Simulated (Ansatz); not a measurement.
# CH9AlOSi2: a ladder of functionals and wavefunction methods

How much do the methods differ for CH9AlOSi2? The plan is to run it at one geometry with functionals of several rungs and with coupled cluster, and see how far each lands from CCSD(T) at the basis-set limit for the atomisation energy.

Method: functionals in def2-TZVPP, the program's frozen cores in correlated methods; program: Ansatz 0.2.0, Gaussian basis.

Levels to be run: LDA (SPW92), PBE-D4, revPBE-D4, BLYP-D4, r2SCAN-D4, B97M-V, PBE0-D4, B3LYP-D4, r2SCANh-D4, r2SCAN0-D4, HSE06-D4, BHLYP-D4, CAM-B3LYP-D4, LC-ωPBE, ωB97X-V, ωB97M-V, B2PLYP, PBE-QIDH; CCSD(T)/def2-SVP; CCSD(T)/def2-TZVPP; MP2/def2-QZVPP; extrapolation to the limit; RPA on PBE.

## 1. Structure used throughout

An earlier PBE0-D4 in a triple-zeta def2 set relaxation fixed the geometry.

SMILES `[CH3][Al]([SiH3])[O][SiH3]`, 14 atoms, charge 0, spin multiplicity 1.

Atoms are counted from 1 here; the program's logs count them from 0.

Bond lengths: C1–Al2 1.943 Å, C1–H6 1.092 Å, C1–H7 1.095 Å, C1–H8 1.095 Å, Al2–Si3 2.455 Å, Al2–O4 1.692 Å, Si3–H9 1.492 Å, Si3–H10 1.492 Å, Si3–H11 1.491 Å, O4–Si5 1.624 Å, Si5–H12 1.489 Å, Si5–H13 1.487 Å, Si5–H14 1.487 Å. Angles: Al2–C1–H6 112.2°, Al2–C1–H7 111.2°, Al2–C1–H8 110.6°, H6–C1–H7 108.3°, H6–C1–H8 107.9°, H7–C1–H8 106.4°, C1–Al2–Si3 125.6°, C1–Al2–O4 118.8°, Si3–Al2–O4 115.6°, Al2–Si3–H9 111.4°, Al2–Si3–H10 110.8°, Al2–Si3–H11 112.7°, H9–Si3–H10 106.9°, H9–Si3–H11 107.5°, H10–Si3–H11 107.1°, Al2–O4–Si5 160.4°, O4–Si5–H12 111.0°, O4–Si5–H13 110.0° and more.

## 2. LDA

This LDA is Slater exchange with PW92 correlation.

in.yaml reads:

```yaml
crystal:
  periodic: [false, false, false]
  atoms:
    - {symbol: C, position_ang: [-1.749071, 1.713197, 0.569714]}
    - {symbol: Al, position_ang: [-0.325265, 0.417972, 0.303261]}
    - {symbol: Si, position_ang: [1.433941, -0.128557, 1.926331]}
    - {symbol: O, position_ang: [-0.255971, -0.426571, -1.161593]}
    - {symbol: Si, position_ang: [0.253215, -1.450337, -2.314743]}
    - {symbol: H, position_ang: [-2.335659, 1.873520, -0.337856]}
    - {symbol: H, position_ang: [-1.350154, 2.678526, 0.896994]}
    - {symbol: H, position_ang: [-2.432319, 1.378147, 1.357737]}
    - {symbol: H, position_ang: [1.550756, -1.601885, 2.127082]}
    - {symbol: H, position_ang: [2.763863, 0.352031, 1.449027]}
    - {symbol: H, position_ang: [1.197218, 0.488617, 3.263006]}
    - {symbol: H, position_ang: [1.514038, -2.129398, -1.905183]}
    - {symbol: H, position_ang: [0.505190, -0.707004, -3.578123]}
    - {symbol: H, position_ang: [-0.782681, -2.487459, -2.566854]}
basis:
  gaussian: {orbitals: def2-TZVPP}
hamiltonian: {xc: lda}
output: {orbitals: {seedname: orbitals}}
```

The runs that follow: PBE-D4 (GGA); revPBE-D4 (GGA); BLYP-D4 (GGA); r2SCAN-D4 (meta-GGA); B97M-V (meta-GGA); PBE0-D4 (hybrid); B3LYP-D4 (hybrid); r2SCANh-D4 (hybrid); r2SCAN0-D4 (hybrid); HSE06-D4 (hybrid); BHLYP-D4 (hybrid); CAM-B3LYP-D4 (range-separated); LC-ωPBE (range-separated); ωB97X-V (range-separated); ωB97M-V (range-separated); B2PLYP (double hybrid); PBE-QIDH (double hybrid); CCSD(T) in def2-SVP; CCSD(T) in def2-TZVPP; MP2 in def2-QZVPP; RPA on PBE orbitals.

Q: Predict the results of all the runs planned. Wanted: atomisation energy, CCSD(T)/CBS; farthest beyond LDA; mean size of error, GGA; mean size of error, meta-GGA; mean size of error, hybrid; mean size of error, range-separated; mean size of error, double hybrid; gap, smallest and largest; T1 diagnostic.

The runs gave:

| quantity | value |
| --- | --- |
| atomisation energy, CCSD(T)/CBS | 48.696 eV |
| functionals within 0.243 eV (0.5 %) | r2SCAN-D4, B97M-V, B3LYP-D4, CAM-B3LYP-D4, ωB97X-V, ωB97M-V |
| farthest beyond LDA | revPBE-D4 (-1.311 eV) |
| mean size of error, GGA | 0.819 eV |
| mean size of error, meta-GGA | 0.099 eV |
| mean size of error, hybrid | 0.576 eV |
| mean size of error, range-separated | 0.228 eV |
| mean size of error, double hybrid | 0.734 eV |
| gap, smallest and largest | 4.11 eV (LDA (SPW92)), 10.70 eV (LC-ωPBE) |
| T1 diagnostic | 0.0123 |
| triples share of the correlation energy | 3.3 % |

**Reading.** LDA overbinds by 4.970 eV (10 %). PBE-D4 misses by -0.461 eV. Double hybrids carry the basis error of their MP2 part in triple zeta, and no dispersion term here, so their miss is partly the set-up's. The rungs meta-GGA, range-separated miss on average by less than the doubt on the reference (0.243 eV), so they tie. Misses under about 0.243 eV are within the doubt on the reference itself, which lacks core-valence correlation, relativity and higher excitations. Hartree-Fock recovers 76 % of the binding; the rest is correlation. CCSD(T) in def2-SVP is off by -3.074 eV, so the small basis spoils what the method gains. Orbital gaps span 4.1 to 10.7 eV; exact exchange widens them.
